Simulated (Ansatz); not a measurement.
# H₂INSi: single points off equilibrium

One table from this session's results is given with a row withheld; the runs are named, their logs left out.

The runs use Ansatz 0.2.0, Gaussian basis; single points in def2-TZVPP.

Cores are frozen in the correlated methods. Filled d shells of the heavier atoms are correlated. Core potentials replace the inner electrons past krypton, and spin-orbit coupling is left out.

## Starting geometry

SMILES `N=[SiH]I`, 5 atoms, charge 0, spin multiplicity 1.

Atoms are counted from 1 here; the program's logs count them from 0.

Bond lengths: N1–Si2 1.724 Å, N1–H4 1.089 Å, Si2–I3 2.590 Å, Si2–H5 1.212 Å. Angles: Si2–N1–H4 125.6°, N1–Si2–I3 128.1°, N1–Si2–H5 135.8°, I3–Si2–H5 96.0°.

Geometry (Å):

| atom | x (Å) | y (Å) | z (Å) |
| --- | --- | --- | --- |
| N1 | -1.2243 | 0.5742 | -0.5747 |
| Si2 | 0.3882 | 0.3899 | 0.0061 |
| I3 | 1.6062 | -1.7953 | 0.6763 |
| H4 | -1.9528 | -0.2277 | -0.6871 |
| H5 | 1.3041 | 1.1353 | 0.2794 |

The first run:

Input file run/in.yaml:

```yaml
crystal:
  periodic: [false, false, false]
  atoms:
    - {symbol: N, position_ang: [-1.224300, 0.574200, -0.574700]}
    - {symbol: Si, position_ang: [0.388200, 0.389900, 0.006100]}
    - {symbol: I, position_ang: [1.606200, -1.795300, 0.676300]}
    - {symbol: H, position_ang: [-1.952800, -0.227700, -0.687100]}
    - {symbol: H, position_ang: [1.304100, 1.135300, 0.279400]}
basis:
  gaussian: {orbitals: def2-TZVPP}
correlation: {method: ccsd_t}
output: {forces: true}
```

Run with:

```sh
$ ansatz run in.yaml --threads 4 --pin off --events-out ev --progress --plain --max-ram 5222MiB
```

Among the steps run: CCSD(T)/def2-TZVPP; PBE0-D4/def2-TZVPP; wB97M-V/def2-TZVPP; r2SCAN-D4/def2-TZVPP; PBE-D4/def2-TZVPP; SPW92/def2-TZVPP; CAM-B3LYP-D4/def2-TZVPP.

One of the session's tables, all rows but one given; the rest of the session is left out.

| method | RMS force component (eV/Å) | angle to CCSD(T) forces (°) | dipole (D) |
| --- | --- | --- | --- |
| CCSD(T) | 4.141 | reference | 0.89 |
| PBE0-D4 | ? | ? | ? |
| wB97M-V | 4.243 | 3.8 | 1.22 |
| r2SCAN-D4 | 4.201 | 1.7 | 0.99 |
| PBE-D4 | 4.128 | 1.8 | 0.89 |
| SPW92 | 4.229 | 2.9 | 0.87 |
| CAM-B3LYP-D4 | 4.268 | 4.3 | 1.25 |

**Question.** Estimate the row for PBE0-D4.

**Answer.** RMS force component (eV/Å): 4.276; angle to CCSD(T) forces (°): 2.6; dipole (D): 1.12. In the column «RMS force component (eV/Å)» it is the highest.
